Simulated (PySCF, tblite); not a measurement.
**C4H5F3NP: geometry, infrared bands and NMR shifts**

What infrared bands and NMR shifts should C4H5F3NP (`N#CCPCC(F)(F)F`) show?

The runs use tblite 0.8.0 and PySCF 2.14.0, with density-fitted response routines of our own; the level of theory stands in each step. All values are computed, except where a source is named. Atoms count from 0, in the outputs and in this text.

## 1. The molecule as given

14 atoms, charge 0, multiplicity 1; geometry from: force field or distance geometry start.

Bonds of the start (Å): N0–C1 1.17, C1–C2 1.46, C2–P3 1.85, P3–C4 1.86, C4–C5 1.53, C5–F6 1.36, C5–F7 1.39, C5–F8 1.39, C2–H9 1.12, C2–H10 1.12, P3–H11 1.46, C4–H12 1.10, C4–H13 1.11.

## 2. Geometry optimisation with GFN2-xTB

Job settings and geometry (Å):

```
{"job": {"kind": "relax", "xc": "GFN2-xTB", "basis": "xTB"}, "charge": 0, "multiplicity": 1}
N     -2.729900    -0.724500     1.754600
C     -2.436000    -0.352100     0.685300
C     -2.024300     0.102100    -0.637700
P     -0.249300    -0.338100    -0.902300
C      0.878800     0.687600     0.169700
C      2.218900    -0.051000     0.133300
F      2.080000    -1.308500     0.640400
F      2.681600    -0.098500    -1.176300
F      3.167000     0.664100     0.864900
H     -2.700600    -0.425700    -1.353000
H     -2.229400     1.198000    -0.782700
H     -0.113000    -1.720600    -0.438800
H      0.968400     1.728600    -0.184100
H      0.487100     0.638000     1.204700
```

Started as:

```
$ OMP_NUM_THREADS=1 python probes_run.py task.json out
```

This one command runs all jobs of the session in turn.

**Question.** This job is followed by: GFN2-xTB harmonic vibrations, gas phase; GIAO PBE0/pcSseg-1 NMR shielding, non-relativistic, gas phase. Predict these results of the whole session: strongest single infrared mode (GFN2-xTB); zero-point energy (GFN2-xTB); 13C shifts against TMS (PBE0/pcSseg-1); 1H shifts against TMS (PBE0/pcSseg-1, means over atoms taken as alike); 15N shifts against NH3 (PBE0/pcSseg-1); 31P shifts against H3PO4 (PBE0/pcSseg-1); 19F shifts against CFCl3 (PBE0/pcSseg-1, means over atoms taken as alike).

As calculated:

| quantity | value |
| --- | --- |
| strongest single infrared mode (GFN2-xTB) | 1051 cm⁻¹, 260 km/mol |
| zero-point energy (GFN2-xTB) | 53.5 kcal/mol |
| 13C shifts against TMS (PBE0/pcSseg-1) | 135.0, 122.3, 32.7, 8.8 ppm |
| 1H shifts against TMS (PBE0/pcSseg-1, means over atoms taken as alike) | 4.01, 2.84, 2.25 ppm |
| 15N shifts against NH3 (PBE0/pcSseg-1) | 302.8 ppm |
| 31P shifts against H3PO4 (PBE0/pcSseg-1) | -89.2 ppm |
| 19F shifts against CFCl3 (PBE0/pcSseg-1, means over atoms taken as alike) | -75.8 ppm |

Relaxing lowered the energy by 0.887 eV in 95 steps; the close pair that moved most is P3–H11, from 1.464 to 1.402 Å. No mode is imaginary among the 36: a minimum at this level. The strongest single mode, at 1051 cm⁻¹, moves mainly C5. Unscaled tight-binding wavenumbers are off by several per cent, some by more. Its intensities can rank the bands wrongly. At PBE0/pcSseg-1: The largest span, 490 ppm, is at N0, where the paramagnetic term is -375 ppm.
